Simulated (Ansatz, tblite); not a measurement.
# The cluster Al6As7H20+: charged states by level of theory

Aim: the energy of removing and adding an electron for the cluster Al6As7H20+, by energy differences, and how well orbital energies stand in for it.

Method: as each input shows; program: Ansatz 0.2.0, Gaussian basis.

The runs, in order: charge +2 doublet, at the geometry of the singlet (PBE0-D4/def2-TZVP, PBE-D4/def2-TZVP, B3LYP-D4/def2-TZVP); charge 0 doublet, at the geometry of the singlet (PBE0-D4/def2-TZVP, PBE-D4/def2-TZVP, B3LYP-D4/def2-TZVP); the starting singlet's energies come from earlier runs.

## Step 1: The relaxed structure

The geometry is that of the singlet, from an earlier relaxation (PBE-D4/def2-SVP).

33 atoms, charge 1, spin multiplicity 1.

Atoms are counted from 1 here; the program's logs count them from 0.

Bond lengths: As1–Al9 2.533 Å, As1–Al10 2.507 Å, As1–H14 1.524 Å, As1–H15 1.523 Å, As2–Al8 2.541 Å, As2–Al11 2.540 Å, As2–H16 1.526 Å, As2–H17 1.528 Å, As3–Al9 2.519 Å, As3–Al12 2.520 Å, As3–H18 1.523 Å, As3–H19 1.523 Å, As4–Al8 2.565 Å, As4–Al9 2.459 Å, As4–Al13 2.477 Å, As4–H20 1.526 Å, As5–Al10 2.499 Å, As5–Al13 2.538 Å and more. Angles: Al9–As1–Al10 124.0°, Al9–As1–H14 111.2°, Al9–As1–H15 106.9°, Al10–As1–H14 108.1°, Al10–As1–H15 105.6°, H14–As1–H15 97.7°, Al8–As2–Al11 133.5°, Al8–As2–H16 103.5°, Al8–As2–H17 106.5°, Al11–As2–H16 104.6°, Al11–As2–H17 106.5°, H16–As2–H17 96.1°, Al9–As3–Al12 122.9°, Al9–As3–H18 110.2°, Al9–As3–H19 106.8°, Al12–As3–H18 109.0°, Al12–As3–H19 107.0°, H18–As3–H19 98.0° and more.

Coordinates:

```
As    0.7503   -3.4590    0.5845
As   -2.3216    2.4234   -1.9946
As    0.6947   -0.7882   -2.1853
As   -2.1230   -0.6462    0.4051
As    0.7229   -0.7024    3.2269
As    0.5984    2.1284    0.4221
As    3.4282   -0.6638    0.5134
Al   -3.7560    0.4707   -1.2279
Al   -0.8984   -2.2952   -0.9465
Al    2.3321   -2.2562    2.1127
Al   -0.6930    3.9689   -0.8066
Al    2.1642    0.9000   -1.0266
Al   -0.8526    0.8195    1.9457
H     1.5362   -4.5281   -0.1648
H    -0.0583   -4.3884    1.4799
H    -3.3222    3.3614   -2.6627
H    -1.6322    1.9755   -3.2828
H     1.5441   -1.6032   -3.1514
H    -0.1293   -0.0288   -3.2175
H    -2.9875   -1.5262    1.3042
H    -0.0483   -1.5442    4.2366
H     1.5380    0.1168    4.2204
H     1.5618    2.8656    1.3502
H     4.5054   -1.4300   -0.2445
H     4.3501    0.2073    1.3562
H    -3.8221   -0.5644   -2.4478
H    -4.9590    1.0591   -0.3642
H    -1.6576   -3.3529   -1.8555
H     3.2975   -3.1495    3.0013
H     0.3091    4.5725   -1.8927
H    -1.5111    4.7358    0.3272
H     3.1544    1.6677   -2.0028
H    -1.7150    1.6542    2.9876
```

The ion is computed in the gas phase, without counter-ions or solvent.

## Step 2: Charge +2 doublet at the fixed geometry, PBE0-D4/def2-TZVP

File in.yaml:

```yaml
crystal:
  periodic: [false, false, false]
  atoms:
    - {symbol: As, position_ang: [0.750266, -3.458959, 0.584518]}
    - {symbol: As, position_ang: [-2.321555, 2.423367, -1.994588]}
    - {symbol: As, position_ang: [0.694666, -0.788156, -2.185265]}
    - {symbol: As, position_ang: [-2.122961, -0.646246, 0.405092]}
    - {symbol: As, position_ang: [0.722925, -0.702401, 3.226905]}
    - {symbol: As, position_ang: [0.598423, 2.128408, 0.422060]}
    - {symbol: As, position_ang: [3.428242, -0.663833, 0.513381]}
    - {symbol: Al, position_ang: [-3.755980, 0.470720, -1.227918]}
    - {symbol: Al, position_ang: [-0.898441, -2.295202, -0.946456]}
    - {symbol: Al, position_ang: [2.332066, -2.256185, 2.112733]}
    - {symbol: Al, position_ang: [-0.692994, 3.968913, -0.806593]}
    - {symbol: Al, position_ang: [2.164176, 0.899958, -1.026645]}
    - {symbol: Al, position_ang: [-0.852642, 0.819513, 1.945739]}
    - {symbol: H, position_ang: [1.536155, -4.528106, -0.164790]}
    - {symbol: H, position_ang: [-0.058340, -4.388403, 1.479882]}
    - {symbol: H, position_ang: [-3.322248, 3.361359, -2.662657]}
    - {symbol: H, position_ang: [-1.632229, 1.975455, -3.282811]}
    - {symbol: H, position_ang: [1.544125, -1.603242, -3.151409]}
    - {symbol: H, position_ang: [-0.129305, -0.028820, -3.217482]}
    - {symbol: H, position_ang: [-2.987518, -1.526159, 1.304226]}
    - {symbol: H, position_ang: [-0.048323, -1.544171, 4.236611]}
    - {symbol: H, position_ang: [1.537962, 0.116825, 4.220434]}
    - {symbol: H, position_ang: [1.561840, 2.865578, 1.350225]}
    - {symbol: H, position_ang: [4.505391, -1.429958, -0.244522]}
    - {symbol: H, position_ang: [4.350087, 0.207323, 1.356193]}
    - {symbol: H, position_ang: [-3.822101, -0.564389, -2.447776]}
    - {symbol: H, position_ang: [-4.958990, 1.059070, -0.364153]}
    - {symbol: H, position_ang: [-1.657631, -3.352933, -1.855541]}
    - {symbol: H, position_ang: [3.297536, -3.149543, 3.001347]}
    - {symbol: H, position_ang: [0.309060, 4.572478, -1.892724]}
    - {symbol: H, position_ang: [-1.511098, 4.735834, 0.327170]}
    - {symbol: H, position_ang: [3.154406, 1.667703, -2.002795]}
    - {symbol: H, position_ang: [-1.714971, 1.654212, 2.987618]}
basis:
  gaussian: {orbitals: def2-TZVP, fitting: {mean_field: def2-universal-jkfit}}
total_charge: 2
magnetization: {spin_polarized: true, initial_magnetization: 1}
hamiltonian: {xc: pbe0, dispersion: d4}
scf: {omitted_lower_state_checks: [starts]}
output: {orbitals: {seedname: orbitals}}
```

Launch:

```bash
ansatz run in.yaml --threads 2 --pin off --events-out ev --progress --plain --max-ram 32768MiB --backend cuda --devices 0, --max-vram 18GiB
```

What it wrote:

```text
Functional definition: PBE0
  name "PBE0"
  cite "Adamo & Barone, J. Chem. Phys. 110, 6158 (1999) doi:10.1063/1.478522"
  cite "Perdew, Burke & Ernzerhof, Phys. Rev. Lett. 77, 3865 (1996) doi:10.1103/PhysRevLett.77.3865"
  parent pbe
  parameter a = 0.25
  parameter kappa = 0.804
  parameter beta = 0.06672455060314922
  exchange = (1 - a)*pbe_x(kappa = kappa, mu = beta*pi^2/3) + a*exact_x
  correlation = pbe_c(beta = beta)
these checks for a lower state are left out or cut short: starts
2990 factors; integrals over basis functions are off by at most 6.9e-1 eV
mean field evaluation 1: about -465714.3937 eV, gradient 2.5e1 eV
mean field evaluation 2: about -465709.5944 eV, gradient 3.5e1 eV
mean field evaluation 4: about -465718.2319 eV, gradient 2.6e0 eV
mean field evaluation 8: about -465718.2876 eV, gradient 4.7e-1 eV
mean field evaluation 16: about -465718.2965 eV, gradient 8.7e-3 eV
mean field evaluation 32: about -465718.2965 eV, gradient 3.7e-5 eV
mean field -465718.29645953 eV, -17114.8317196884 hartree, gradient 7.9e-6 eV, S^2 0.757384; 0 other end points of the search recorded, 0 dependent functions left out
reference -465718.29653142 eV, -17114.8317223304 hartree; 164, 163 occupied and 514, 515 virtual orbitals, 2990 factors
Total energy: -465719.98008505 eV, -17114.8935917850 hartree
Checks for a lower state left out: starts
```

Run time: 13 s. Hardware: 1 × H100 (card shared with other runs) with 2 threads of AMD EPYC 7R13, shared host; peak host memory 1.4 GiB.

Report: HOMO -13.56 eV, LUMO -12.66 eV (over both spins); ⟨S²⟩ 0.757 (pure: 0.75).

## Step 3: Charge +2 doublet at the fixed geometry, PBE-D4/def2-TZVP

start.molden holds the orbitals of an earlier run on this state, given as this run's starting guess.

Changes to in.yaml since step 2:

```diff
@@ -37,6 +37,6 @@
 basis:
-  gaussian: {orbitals: def2-TZVP, fitting: {mean_field: def2-universal-jkfit}}
+  gaussian: {orbitals: def2-TZVP, fitting: {mean_field: def2-universal-jkfit}, initial_orbitals: start.molden}
 total_charge: 2
 magnetization: {spin_polarized: true, initial_magnetization: 1}
-hamiltonian: {xc: pbe0, dispersion: d4}
+hamiltonian: {xc: pbe, dispersion: d4}
 scf: {omitted_lower_state_checks: [starts]}
```

Launched as before.

What it wrote:

```text
Functional definition: PBE
  name "PBE"
  cite "Perdew, Burke & Ernzerhof, Phys. Rev. Lett. 77, 3865 (1996) doi:10.1103/PhysRevLett.77.3865"
  parent pbe
  parameter kappa = 0.804
  parameter beta = 0.06672455060314922
  exchange = pbe_x(kappa = kappa, mu = beta*pi^2/3)
  correlation = pbe_c(beta = beta)
these checks for a lower state are left out or cut short: starts
2990 factors; integrals over basis functions are off by at most 6.9e-1 eV
mean field evaluation 1: about -465701.0775 eV, gradient 1.8e1 eV
mean field evaluation 2: about -465701.5759 eV, gradient 6.6e-1 eV
mean field evaluation 4: about -465701.5854 eV, gradient 2.2e-1 eV
mean field evaluation 8: about -465701.5858 eV, gradient 1.3e-3 eV
mean field evaluation 16: about -465701.5858 eV, gradient 1.2e-5 eV
mean field -465701.58578624 eV, -17114.2176137721 hartree, gradient 1.9e-6 eV, S^2 0.751919; 0 other end points of the search recorded, 0 dependent functions left out
reference -465701.58588223 eV, -17114.2176172995 hartree; 164, 163 occupied and 514, 515 virtual orbitals, 2990 factors
Total energy: -465703.43612605 eV, -17114.2856125058 hartree
Checks for a lower state left out: starts
```

It took 11 s on 1 × H100 (card shared with other runs) with 2 threads of AMD EPYC 7R13, shared host; peak host memory 1.3 GiB.

From the report: HOMO -12.66 eV, LUMO -12.71 eV (over both spins; with the spin held, an empty level of the minority spin lies below the top filled one); ⟨S²⟩ 0.752 (pure: 0.75).

## Step 4: Charge +2 doublet at the fixed geometry, B3LYP-D4/def2-TZVP

Changes to in.yaml since step 3:

```diff
@@ -40,3 +40,3 @@
 magnetization: {spin_polarized: true, initial_magnetization: 1}
-hamiltonian: {xc: pbe, dispersion: d4}
+hamiltonian: {xc: {name: B3LYP}, dispersion: d4}
 scf: {omitted_lower_state_checks: [starts]}
```

Launched as before.

What it wrote, cut to the lines that bear on the results:

```text
Functional definition: B3LYP
  name "B3LYP"
  cite "Stephens, Devlin, Chabalowski & Frisch, J. Phys. Chem. 98, 11623 (1994) doi:10.1021/j100096a001"
  cite "Becke, Phys. Rev. A 38, 3098 (1988) doi:10.1103/PhysRevA.38.3098"
  cite "Lee, Yang & Parr, Phys. Rev. B 37, 785 (1988) doi:10.1103/PhysRevB.37.785"
  cite "Vosko, Wilk & Nusair, Can. J. Phys. 58, 1200 (1980) doi:10.1139/p80-159"
[...]
2990 factors; integrals over basis functions are off by at most 6.9e-1 eV
[...]
mean field -465800.07641057 eV, -17117.8370774568 hartree, gradient 9.4e-6 eV, S^2 0.755364; 0 other end points of the search recorded, 0 dependent functions left out
reference -465800.07698152 eV, -17117.8370984388 hartree; 164, 163 occupied and 514, 515 virtual orbitals, 2990 factors
Total energy: -465803.09369270 eV, -17117.9479605298 hartree
Checks for a lower state left out: starts
```

Run time: 15 s. Hardware: 1 × H100 (card shared with other runs) with 2 threads of AMD EPYC 7R13, shared host; peak host memory 1.4 GiB.

HOMO -13.41 eV, LUMO -12.72 eV (over both spins); ⟨S²⟩ 0.755 (pure: 0.75).

## Step 5: Vertical ionisation energy

Charged state less starting state, singlet to doublet; the starting state's energies are those of its earlier runs.

```
             level  vertical ionisation energy (eV)  time
  PBE-D4/def2-TZVP                           +11.04  20 s
B3LYP-D4/def2-TZVP                           +11.47  29 s
 PBE0-D4/def2-TZVP                           +11.50  25 s
```

Times add the two runs; a level without a time comes out of a correlated run.

Beside −ε(HOMO) of the starting state:

```csv
level,−ε(HOMO) (eV),by difference (eV),mismatch (eV)
PBE-D4/def2-TZVP,9.15,11.04,-1.89
B3LYP-D4/def2-TZVP,10.01,11.47,-1.47
PBE0-D4/def2-TZVP,10.19,11.50,-1.31
```

## Step 6: Charge 0 doublet at the fixed geometry, PBE0-D4/def2-TZVP

Changes to in.yaml since step 4:

```diff
@@ -37,6 +37,5 @@
 basis:
-  gaussian: {orbitals: def2-TZVP, fitting: {mean_field: def2-universal-jkfit}, initial_orbitals: start.molden}
-total_charge: 2
+  gaussian: {orbitals: def2-TZVP, fitting: {mean_field: def2-universal-jkfit}}
 magnetization: {spin_polarized: true, initial_magnetization: 1}
-hamiltonian: {xc: {name: B3LYP}, dispersion: d4}
+hamiltonian: {xc: pbe0, dispersion: d4}
 scf: {omitted_lower_state_checks: [starts]}
```

Same command.

What it wrote, cut to the lines that bear on the results:

```text
Functional definition: PBE0
  name "PBE0"
  cite "Adamo & Barone, J. Chem. Phys. 110, 6158 (1999) doi:10.1063/1.478522"
  cite "Perdew, Burke & Ernzerhof, Phys. Rev. Lett. 77, 3865 (1996) doi:10.1103/PhysRevLett.77.3865"
  parent pbe
[...]
2990 factors; integrals over basis functions are off by at most 6.9e-1 eV
[...]
mean field -465733.42453502 eV, -17115.3876662087 hartree, gradient 1.1e-5 eV, S^2 0.753693; 0 other end points of the search recorded, 0 dependent functions left out
reference -465733.42461256 eV, -17115.3876690580 hartree; 165, 164 occupied and 513, 514 virtual orbitals, 2990 factors
Total energy: -465735.21338476 eV, -17115.4534052240 hartree
Checks for a lower state left out: starts
```

Wall time 15 s (1 × H100 (card shared with other runs) with 2 threads of AMD EPYC 7R13, shared host); peak host memory 1.4 GiB.

Report: HOMO -2.56 eV, LUMO -1.46 eV (over both spins); ⟨S²⟩ 0.754 (pure: 0.75).

## Step 7: Charge 0 doublet at the fixed geometry, PBE-D4/def2-TZVP

Changes to in.yaml since step 6:

```diff
@@ -37,5 +37,5 @@
 basis:
-  gaussian: {orbitals: def2-TZVP, fitting: {mean_field: def2-universal-jkfit}}
+  gaussian: {orbitals: def2-TZVP, fitting: {mean_field: def2-universal-jkfit}, initial_orbitals: start.molden}
 magnetization: {spin_polarized: true, initial_magnetization: 1}
-hamiltonian: {xc: pbe0, dispersion: d4}
+hamiltonian: {xc: pbe, dispersion: d4}
 scf: {omitted_lower_state_checks: [starts]}
```

Same command.

What it wrote:

```text
Functional definition: PBE
  name "PBE"
  cite "Perdew, Burke & Ernzerhof, Phys. Rev. Lett. 77, 3865 (1996) doi:10.1103/PhysRevLett.77.3865"
  parent pbe
  parameter kappa = 0.804
  parameter beta = 0.06672455060314922
  exchange = pbe_x(kappa = kappa, mu = beta*pi^2/3)
  correlation = pbe_c(beta = beta)
these checks for a lower state are left out or cut short: starts
2990 factors; integrals over basis functions are off by at most 6.9e-1 eV
mean field evaluation 1: about -465715.9297 eV, gradient 1.8e1 eV
mean field evaluation 2: about -465716.4381 eV, gradient 6.7e-1 eV
mean field evaluation 4: about -465716.4485 eV, gradient 1.7e-1 eV
mean field evaluation 8: about -465716.4489 eV, gradient 5.5e-5 eV
mean field evaluation 16: about -465716.4489 eV, gradient 3.6e-6 eV
mean field -465716.44889604 eV, -17114.7638229826 hartree, gradient 3.6e-6 eV, S^2 0.751710; 0 other end points of the search recorded, 0 dependent functions left out
reference -465716.44900146 eV, -17114.7638268567 hartree; 165, 164 occupied and 513, 514 virtual orbitals, 2990 factors
Total energy: -465718.41572854 eV, -17114.8361027437 hartree
Checks for a lower state left out: starts
```

It took 14 s on 1 × H100 (card shared with other runs) with 2 threads of AMD EPYC 7R13, shared host; peak host memory 1.3 GiB.

HOMO -2.28 eV, LUMO -2.20 eV (over both spins); ⟨S²⟩ 0.752 (pure: 0.75).

## Step 8: Charge 0 doublet at the fixed geometry, B3LYP-D4/def2-TZVP

Changes to in.yaml since step 7:

```diff
@@ -39,3 +39,3 @@
 magnetization: {spin_polarized: true, initial_magnetization: 1}
-hamiltonian: {xc: pbe, dispersion: d4}
+hamiltonian: {xc: {name: B3LYP}, dispersion: d4}
 scf: {omitted_lower_state_checks: [starts]}
```

Launched as before.

What it wrote, cut to the lines that bear on the results:

```text
Functional definition: B3LYP
  name "B3LYP"
  cite "Stephens, Devlin, Chabalowski & Frisch, J. Phys. Chem. 98, 11623 (1994) doi:10.1021/j100096a001"
  cite "Becke, Phys. Rev. A 38, 3098 (1988) doi:10.1103/PhysRevA.38.3098"
  cite "Lee, Yang & Parr, Phys. Rev. B 37, 785 (1988) doi:10.1103/PhysRevB.37.785"
  cite "Vosko, Wilk & Nusair, Can. J. Phys. 58, 1200 (1980) doi:10.1139/p80-159"
[...]
2990 factors; integrals over basis functions are off by at most 6.9e-1 eV
[...]
mean field -465815.14541363 eV, -17118.3908531051 hartree, gradient 9.3e-6 eV, S^2 0.752511; 0 other end points of the search recorded, 0 dependent functions left out
reference -465815.14603538 eV, -17118.3908759540 hartree; 165, 164 occupied and 513, 514 virtual orbitals, 2990 factors
Total energy: -465818.34260954 eV, -17118.5083478876 hartree
Checks for a lower state left out: starts
```

Wall time 19 s (1 × H100 (card shared with other runs) with 2 threads of AMD EPYC 7R13, shared host); peak host memory 1.3 GiB.

Report: HOMO -2.43 eV, LUMO -1.60 eV (over both spins); ⟨S²⟩ 0.753 (pure: 0.75).

## Step 9: Vertical electron affinity

Starting state less charged state (positive: the electron is bound), singlet to doublet; the starting state's energies are those of its earlier runs.

| level | vertical electron affinity (eV) | time |
| --- | --- | --- |
| PBE-D4/def2-TZVP | +3.94 | 23 s |
| B3LYP-D4/def2-TZVP | +3.78 | 32 s |
| PBE0-D4/def2-TZVP | +3.73 | 28 s |

Times add the two runs; a level without a time comes out of a correlated run.

Beside −ε(LUMO) of the starting state:

| level | −ε(LUMO) (eV) | by difference (eV) | mismatch (eV) |
| --- | --- | --- | --- |
| PBE-D4/def2-TZVP | 5.52 | 3.94 | +1.57 |
| B3LYP-D4/def2-TZVP | 4.95 | 3.78 | +1.17 |
| PBE0-D4/def2-TZVP | 4.79 | 3.73 | +1.05 |

## Step 10: Summary of results

| quantity | value |
| --- | --- |
| vertical ionisation energy, functionals in def2-TZVP | 11.04 (PBE-D4) to 11.50 eV (PBE0-D4) |
| vertical electron affinity, functionals in def2-TZVP | 3.73 (PBE0-D4) to 3.94 eV (PBE-D4) |

In words: The vertical ionisation energy spans 11.04 to 11.50 eV over the functionals. −ε(HOMO) misses the level's own difference by -1.31 eV at best (PBE0-D4) and -1.89 eV at worst (PBE-D4). The vertical electron affinity spans 3.73 to 3.94 eV over the functionals. −ε(LUMO) misses the level's own difference by +1.05 eV at best (PBE0-D4) and +1.57 eV at worst (PBE-D4).
